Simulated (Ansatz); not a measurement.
# Cl2H3O3Sn: the cost of one run

Method: UKS PBE/def2-SVP, in Ansatz 0.2.0.

### Step 1. Starting point

Bond lengths: Sn1–Cl2 2.660 Å, Sn1–O3 1.960 Å, O3–H4 1.010 Å, Sn1–O5 1.959 Å, O5–H6 1.010 Å, Sn1–O7 1.959 Å, O7–H8 1.010 Å, Cl2–Cl9 2.340 Å. Angles: Sn1–Cl2–Cl9 180.0°, Cl2–Sn1–O3 109.4°, Cl2–Sn1–O5 109.5°, Cl2–Sn1–O7 109.5°, O3–Sn1–O5 109.5°, O3–Sn1–O7 109.5°, O5–Sn1–O7 109.5°, Sn1–O3–H4 109.5°, Sn1–O5–H6 109.5°, Sn1–O7–H8 109.5°.

Coordinates:

```xyz
9

Sn    0.0000    0.0000    0.0000
Cl    0.0000    0.0000    2.6600
O     1.8483    0.0000   -0.6527
H     2.1646   -0.9521   -0.7693
O    -0.9232    1.5994   -0.6527
H    -1.8810    1.3686   -0.8751
O    -0.9232   -1.5994   -0.6527
H    -1.3778   -2.0650    0.1197
Cl    0.0000    0.0000    5.0000
```

### Step 2. Pulling towards end A

Springs on the bonds that form and break draw the guess towards this end; the thresholds are loose.

The input, input.yaml:

```yaml
crystal:
  periodic: [false, false, false]
  atoms:
    - { symbol: Sn, position_ang: [0.0, 0.0, 0.0] }
    - { symbol: Cl, position_ang: [0.0, 0.0, 2.66] }
    - { symbol: O, position_ang: [1.8483, 0.0, -0.6527] }
    - { symbol: H, position_ang: [2.1646, -0.9521, -0.7693] }
    - { symbol: O, position_ang: [-0.9232, 1.5994, -0.6527] }
    - { symbol: H, position_ang: [-1.881, 1.3686, -0.8751] }
    - { symbol: O, position_ang: [-0.9232, -1.5994, -0.6527] }
    - { symbol: H, position_ang: [-1.3778, -2.065, 0.1197] }
    - { symbol: Cl, position_ang: [0.0, 0.0, 5.0] }
magnetization:
  spin_polarized: true
  initial_magnetization: 1
basis:
  gaussian: { orbitals: def2-SVP }
hamiltonian:
  xc: pbe
relax:
  f_tol: 0.15
  max_steps: 25
  restrain:
    - { distance: [1, 8], at: 3.24, k: 30.0 }
    - { distance: [0, 1], at: 2.41, k: 30.0 }
output:
  orbitals: {}
```

Started as:

```sh
ansatz run input.yaml --threads 4 --pin off --max-ram 5120MiB --backend cpu --events-out ev --progress --plain --runs-dir out
```

**Question.** How long does this run take on 4 threads of Arm Neoverse V2, shared host, and how much memory does it need?

About 45 s, with a peak of 0.31 GiB.
